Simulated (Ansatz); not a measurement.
**C2H6ClIn: a ladder of functionals and wavefunction methods**

One table from this session's results is given with a row withheld; the runs are named, their logs left out.

The runs use Ansatz 0.2.0, Gaussian basis; functionals in def2-TZVPP, the program's frozen cores in correlated methods.

Levels to be run: LDA (SPW92), PBE-D4, revPBE-D4, BLYP-D4, r2SCAN-D4, B97M-V, PBE0-D4, B3LYP-D4, r2SCANh-D4, r2SCAN0-D4, HSE06-D4, BHLYP-D4, CAM-B3LYP-D4, LC-ωPBE, ωB97X-V, ωB97M-V, B2PLYP, PBE-QIDH; CCSD(T)/def2-SVP; CCSD(T)/def2-TZVPP; MP2/def2-QZVPP; extrapolation to the limit; RPA on PBE.

## The relaxed structure

All runs share one geometry, relaxed beforehand with PBE0-D4 in a triple-zeta def2 set. In takes the def2 core potential; no spin-orbit term is included.

SMILES `ClC[CH2][InH2]`, 10 atoms, charge 0, spin multiplicity 1.

Atoms are counted from 1 here; the program's logs count them from 0.

Bond lengths: Cl1–C2 1.831 Å, C2–C3 1.503 Å, C2–H5 1.089 Å, C2–H6 1.090 Å, C3–In4 2.192 Å, C3–H7 1.093 Å, C3–H8 1.091 Å, In4–H9 1.728 Å, In4–H10 1.723 Å. Angles: Cl1–C2–C3 110.0°, Cl1–C2–H5 104.3°, Cl1–C2–H6 104.1°, C3–C2–H5 112.6°, C3–C2–H6 115.6°, H5–C2–H6 109.3°, C2–C3–In4 104.7°, C2–C3–H7 109.9°, C2–C3–H8 111.2°, In4–C3–H7 113.1°, In4–C3–H8 109.4°, H7–C3–H8 108.5°, C3–In4–H9 117.3°, C3–In4–H10 119.7°, H9–In4–H10 122.9°.

Set-up of the first run:

File in.yaml:

```yaml
crystal:
  periodic: [false, false, false]
  atoms:
    - {symbol: Cl, position_ang: [-1.525365, 0.266032, -1.299820]}
    - {symbol: C, position_ang: [-0.803891, -0.995777, -0.186200]}
    - {symbol: C, position_ang: [0.611188, -0.625763, 0.160337]}
    - {symbol: In, position_ang: [0.611911, 1.564727, 0.238603]}
    - {symbol: H, position_ang: [-1.461525, -0.996233, 0.681525]}
    - {symbol: H, position_ang: [-0.926032, -1.931727, -0.731864]}
    - {symbol: H, position_ang: [0.894654, -1.088973, 1.108324]}
    - {symbol: H, position_ang: [1.306533, -0.961545, -0.610308]}
    - {symbol: H, position_ang: [-0.300911, 2.312163, 1.500706]}
    - {symbol: H, position_ang: [1.593449, 2.457096, -0.861284]}
basis:
  gaussian: {orbitals: def2-TZVPP}
hamiltonian: {xc: lda}
output: {orbitals: {seedname: orbitals}}
```

Run with:

```sh
> ansatz run in.yaml --threads 4 --pin off --events-out ev --progress --plain --max-ram 10444MiB
```

Steps of the session up to this table: LDA; PBE-D4 (GGA); revPBE-D4 (GGA); BLYP-D4 (GGA); r2SCAN-D4 (meta-GGA); B97M-V (meta-GGA); B3LYP-D4 (hybrid); r2SCANh-D4 (hybrid); r2SCAN0-D4 (hybrid); HSE06-D4 (hybrid); BHLYP-D4 (hybrid); CAM-B3LYP-D4 (range-separated); LC-ωPBE (range-separated); ωB97X-V (range-separated); ωB97M-V (range-separated); B2PLYP (double hybrid); PBE-QIDH (double hybrid).

One table of the session follows, with a row left open; its other results are not shown here.

It belongs to the step «Frontier levels by functional». 

| functional | HOMO (eV) | gap (eV) |
| --- | --- | --- |
| LDA (SPW92) | -6.29 | 4.20 |
| PBE-D4 | ? | ? |
| revPBE-D4 | -6.09 | 4.40 |
| BLYP-D4 | -6.01 | 4.26 |
| r2SCAN-D4 | -6.37 | 4.89 |
| B97M-V | -6.44 | 4.68 |
| PBE0-D4 | -7.28 | 6.20 |
| B3LYP-D4 | -7.08 | 5.74 |
| r2SCANh-D4 | -6.80 | 5.56 |
| r2SCAN0-D4 | -7.44 | 6.56 |
| HSE06-D4 | -6.88 | 5.45 |
| BHLYP-D4 | -8.32 | 7.89 |
| CAM-B3LYP-D4 | -8.58 | 8.29 |
| LC-ωPBE | -9.90 | 10.69 |
| ωB97X-V | -9.56 | 10.22 |
| ωB97M-V | -9.43 | 9.75 |

**Question.** Estimate the row for PBE-D4.

The run gave: HOMO (eV): -6.14; gap (eV): 4.34. In the column «HOMO (eV)» it lies between LDA (SPW92) (-6.29) and revPBE-D4 (-6.09).
